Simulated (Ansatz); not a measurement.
**Ge(NH2)2 (GeN₂H₄): geometry, orbitals and charge**

What does Ge(NH2)2 (GeN₂H₄) look like as a singlet, and where do its frontier electrons sit?

Computed with Ansatz 0.2.0, Gaussian basis. Level: RKS PBE0-D4/def2-TZVP.

Levels to be run: relaxation at r2SCAN-D4/def2-TZVP; a search for the lowest solution at PBE0-D4/def2-SVP; a single point at PBE0-D4/def2-TZVP.

### Step 1. The starting structure

7 atoms, charge 0, spin multiplicity 1.

Atoms are counted from 1 here; the program's logs count them from 0.

Bond lengths: Ge1–N2 1.818 Å, Ge1–N5 1.818 Å, N2–H3 1.007 Å, N2–H4 1.008 Å, N5–H6 1.007 Å, N5–H7 1.009 Å. Angles: N2–Ge1–N5 95.7°, Ge1–N2–H3 123.3°, Ge1–N2–H4 127.0°, H3–N2–H4 109.7°, Ge1–N5–H6 123.2°, Ge1–N5–H7 127.1°, H6–N5–H7 109.7°.

The start is a GFN2-xTB geometry.

### Step 2. Optimising with r2SCAN-D4/def2-TZVP

File in.yaml:

```yaml
crystal:
  periodic: [false, false, false]
  atoms:
    - {symbol: Ge, position_ang: [0.011100, 0.902150, -0.880780]}
    - {symbol: N, position_ang: [1.347820, 0.013360, -0.027710]}
    - {symbol: H, position_ang: [2.324540, 0.176600, -0.209190]}
    - {symbol: H, position_ang: [1.247570, -0.703560, 0.674230]}
    - {symbol: N, position_ang: [-1.346530, 0.044530, -0.028580]}
    - {symbol: H, position_ang: [-2.318960, 0.243090, -0.200210]}
    - {symbol: H, position_ang: [-1.265540, -0.676170, 0.672240]}
basis:
  gaussian: {orbitals: def2-TZVP}
hamiltonian: {xc: r2scan, dispersion: d4}
scf: {lower_state_search: "off"}
output: {orbitals: {seedname: orbitals}}
relax: {f_tol: 0.02, max_steps: 100}
```

Command:

```console
ansatz run in.yaml --threads 4 --pin off --events-out ev --progress --plain --max-ram 3916MiB
```

The log of the run (excerpt; [...] marks lines left out):

```text
Functional definition: r2SCAN
  name "r2SCAN"
  cite "Furness, Kaplan, Ning, Perdew & Sun, J. Phys. Chem. Lett. 11, 8208 (2020) doi:10.1021/acs.jpclett.0c02405"
  cite "Furness, Kaplan, Ning, Perdew & Sun, J. Phys. Chem. Lett. 11, 9248 (2020) doi:10.1021/acs.jpclett.0c03077"
  parent r2scan
[...]
844 factors; their error is unknown
[...]
mean field -59563.58760655 eV, -2188.9214708910 hartree, gradient 7.6e-6 eV, S^2 0.000000; 0 other end points of the search recorded, 0 dependent functions left out
[...]
reference -59563.58761543 eV, -2188.9214712175 hartree; 25, 25 occupied and 109, 109 virtual orbitals, 844 factors
relax step   1: F+E_penalty+E_count = -59563.61377157 eV  Δ(F+E_penalty+E_count) = +0.000e0 eV  max|allowed force component| = 4.389e-1 eV/Å  Δτ_max = 0.0000 Å  (16 SCF iters, accepted)
[...]
relax step   4: F+E_penalty+E_count = -59563.62736948 eV  Δ(F+E_penalty+E_count) = -4.585e-4 eV  max|allowed force component| = 2.179e-2 eV/Å  Δτ_max = 0.0057 Å  (23 SCF iters, accepted)
[...]
relax step   5: F+E_penalty+E_count = -59563.62742445 eV  Δ(F+E_penalty+E_count) = -5.497e-5 eV  max|allowed force component| = 5.759e-3 eV/Å  Δτ_max = 0.0031 Å  (23 SCF iters, accepted)
Total energy: -59563.62743336 eV, -2188.9229344992 hartree
Atom 0 at     0.010888     0.888589    -0.868518 Å, force     0.000242     0.000494     0.001586 eV/Å
Atom 1 at     1.369620     0.001774    -0.021563 Å, force    -0.005759     0.000567    -0.000030 eV/Å
Atom 2 at     2.333857     0.205405    -0.230556 Å, force     0.000455    -0.001294    -0.000932 eV/Å
Atom 3 at     1.275835    -0.717302     0.681525 Å, force     0.003434     0.000556     0.000371 eV/Å
Atom 4 at    -1.369091     0.038080    -0.018687 Å, force     0.005439     0.000413    -0.000688 eV/Å
Atom 5 at    -2.327985     0.266359    -0.226796 Å, force    -0.000672    -0.001110    -0.000421 eV/Å
Atom 6 at    -1.293125    -0.682905     0.684594 Å, force    -0.003139     0.000374     0.000113 eV/Å
Dipole moment:    -0.002847    -0.231873     0.227703 e Å
Checks for a lower state left out: stability, starts, cluster_reference, orbital_swaps, neighbouring_geometries, increment
```

It took 6.5 s on 4 threads of Arm Neoverse V1, shared host.

Step by step:

```
step  energy from step 1 (eV)  largest force component (eV/Å)
   1                   0.0000                          0.4389
   2                  -0.0093                          0.1797
   3                  -0.0131                          0.0599
   4                  -0.0136                          0.0218
   5                  -0.0137                          0.0058
```

Close pairs (by a distance rule), those that changed most:

```csv
bond,before (Å),after (Å),change (Å)
Ge1–N2,1.818,1.830,+0.012
Ge1–N5,1.818,1.830,+0.012
N2–H4,1.008,1.010,+0.002
N5–H7,1.009,1.010,+0.002
N2–H3,1.007,1.007,+0.001
N5–H6,1.007,1.007,+0.000
```

Bonds by kind at the end (by distance):

| bond | count | shortest (Å) | longest (Å) |
| --- | --- | --- | --- |
| Ge–N | 2 | 1.830 | 1.830 |
| H–N | 4 | 1.007 | 1.010 |

### Step 3. Searching for the lowest solution, PBE0-D4/def2-SVP

start.molden holds the orbitals of an earlier run on this state, given as this run's starting guess.

File in.yaml:

```yaml
crystal:
  periodic: [false, false, false]
  atoms:
    - {symbol: Ge, position_ang: [0.010888, 0.888589, -0.868518]}
    - {symbol: N, position_ang: [1.369620, 0.001774, -0.021563]}
    - {symbol: H, position_ang: [2.333857, 0.205405, -0.230556]}
    - {symbol: H, position_ang: [1.275835, -0.717302, 0.681525]}
    - {symbol: N, position_ang: [-1.369091, 0.038080, -0.018687]}
    - {symbol: H, position_ang: [-2.327985, 0.266359, -0.226796]}
    - {symbol: H, position_ang: [-1.293125, -0.682905, 0.684594]}
basis:
  gaussian: {orbitals: def2-SVP, initial_orbitals: start.molden}
hamiltonian: {xc: pbe0, dispersion: d4}
output: {orbitals: {seedname: orbitals}}
```

The command is unchanged.

The log of the run:

```text
Functional definition: PBE0
  name "PBE0"
  cite "Adamo & Barone, J. Chem. Phys. 110, 6158 (1999) doi:10.1063/1.478522"
  cite "Perdew, Burke & Ernzerhof, Phys. Rev. Lett. 77, 3865 (1996) doi:10.1103/PhysRevLett.77.3865"
  parent pbe
  parameter a = 0.25
  parameter kappa = 0.804
  parameter beta = 0.06672455060314922
  exchange = (1 - a)*pbe_x(kappa = kappa, mu = beta*pi^2/3) + a*exact_x
  correlation = pbe_c(beta = beta)
811 factors; integrals over basis functions are off by at most 1.3e-3 eV
mean field evaluation 1: about -59543.8245 eV, gradient 7.8e0 eV
mean field evaluation 2: about -59543.9765 eV, gradient 1.2e-1 eV
mean field evaluation 4: about -59544.0864 eV, gradient 9.9e-4 eV
mean field evaluation 8: about -59533.5896 eV, gradient 7.2e1 eV
mean field evaluation 16: about -59544.0864 eV, gradient 4.1e-2 eV
mean field -59544.08641889 eV, -2188.2048154627 hartree, gradient 3.9e-5 eV, S^2 0.000000; 1 other end points of the search recorded, 0 dependent functions left out
reference -59544.08644251 eV, -2188.2048163308 hartree; 25, 25 occupied and 55, 55 virtual orbitals, 811 factors
Total energy: -59544.18363341 eV, -2188.2083880307 hartree
```

Run time: 1.9 s. Hardware: 4 threads of Arm Neoverse V1, shared host.

HOMO -6.66 eV, LUMO -0.35 eV.

### Step 4. Single point, PBE0-D4/def2-TZVP

Edit in.yaml of step 3 so:

```diff
@@ -11,4 +11,5 @@
 basis:
-  gaussian: {orbitals: def2-SVP, initial_orbitals: start.molden}
+  gaussian: {orbitals: def2-TZVP, initial_orbitals: start.molden}
 hamiltonian: {xc: pbe0, dispersion: d4}
+scf: {omitted_lower_state_checks: [starts]}
 output: {orbitals: {seedname: orbitals}}
```

Same command.

The log of the run:

```text
Functional definition: PBE0
  name "PBE0"
  cite "Adamo & Barone, J. Chem. Phys. 110, 6158 (1999) doi:10.1063/1.478522"
  cite "Perdew, Burke & Ernzerhof, Phys. Rev. Lett. 77, 3865 (1996) doi:10.1103/PhysRevLett.77.3865"
  parent pbe
  parameter a = 0.25
  parameter kappa = 0.804
  parameter beta = 0.06672455060314922
  exchange = (1 - a)*pbe_x(kappa = kappa, mu = beta*pi^2/3) + a*exact_x
  correlation = pbe_c(beta = beta)
these checks for a lower state are left out or cut short: starts
887 factors; their error is unknown
mean field evaluation 1: about -59552.4094 eV, gradient 1.4e2 eV
mean field evaluation 2: about -59554.5913 eV, gradient 3.3e0 eV
mean field evaluation 4: about -59554.9088 eV, gradient 2.9e-1 eV
mean field evaluation 8: about -59554.9089 eV, gradient 1.8e-5 eV
mean field -59554.90894706 eV, -2188.6025360374 hartree, gradient 1.8e-5 eV, S^2 0.000000; 0 other end points of the search recorded, 0 dependent functions left out
reference -59554.90896997 eV, -2188.6025368792 hartree; 25, 25 occupied and 109, 109 virtual orbitals, 887 factors
Total energy: -59555.00616087 eV, -2188.6061085790 hartree
Checks for a lower state left out: starts
```

Wall time 3.2 s (4 threads of Arm Neoverse V1, shared host).

Report: HOMO -6.83 eV, LUMO -0.59 eV.

Mulliken charges, from this run's orbitals:

```
atom  value (e)
 Ge1       0.38
  N2      -0.66
  H3       0.24
  H4       0.23
  N5      -0.66
  H6       0.24
  H7       0.23
```

Largest Mayer bond orders: Ge1–N2 1.09; Ge1–N5 1.09; N2–H3 0.92; N5–H6 0.92; N2–H4 0.92; N5–H7 0.92.

### Step 5. Outcome

| quantity | value |
| --- | --- |
| point group | C2v |
| commonest bond, hydrogen aside | Ge–N, 2 of mean length 1.830 Å |
| HOMO, LUMO at PBE0-D4/def2-TZVP | -6.83, -0.59 eV |
| dipole at r2SCAN-D4/def2-TZVP | 1.56 D |

What this shows: The molecule keeps its bonding pattern by the stored test; the atoms moved 0.03 Å (rms). No usable vibrations, so a minimum isn't proven.
